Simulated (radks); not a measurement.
**Co²⁺ in [Ar] 3d6 4p1: an all-electron calculation**

The task here is to estimate one member of a computed series from the others.

Program: radks (a radial shooting solver on a logarithmic mesh, Libxc functionals) version 1. Level of theory: scalar-relativistic Kohn-Sham, BLYP, spin-unpolarised, spherical densities, point nucleus. These are calculated values, not measurements, unless marked.

**The atom as given**

| Property | Result |
| --- | --- |
| element | cobalt (Z = 27) |
| charge | +2 |
| electrons | 25 |
| configuration | [Ar] 3d6 4p1 |

The outer shells:

Co²⁺
```
[Ar] core
3d [↑↓][↑ ][↑ ][↑ ][↑ ]
4p [↑ ][  ][  ]
```

The first run:

Input:

```text
Z 27
configuration [Ar] 3d6 4p1 4s0 4d0 5p0 4f0
relativity scalar-relativistic
functional b88,lyp
spin unpolarised
nucleus point
c 137.035999084
```

One table of the session follows, with a row left open; its other results are not shown here.

It belongs to the step «Orbitals and density». Radial moments (bohr):

```
level     <r>  outermost maximum (interpolated)  90 % within  nodes
   1s       ?                                 ?            ?      ?
   2s  0.2555                             0.213        0.396      1
   2p  0.2250                             0.172        0.368      0
   3s  0.7686                             0.667         1.15      2
   3p  0.8062                             0.675         1.24      1
   3d  0.9550                             0.654         1.62      0
   4s   2.305                              2.01         3.39      3
   4p   2.729                              2.35         4.05      2
   4d   4.105                              3.59         6.11      1
```

**Question.** Estimate the row for 1s.

The run gave: <r>: 0.05619; outermost maximum (interpolated): 0.0368; 90 % within: 0.100; nodes: 0. In the column «<r>» it is the lowest.
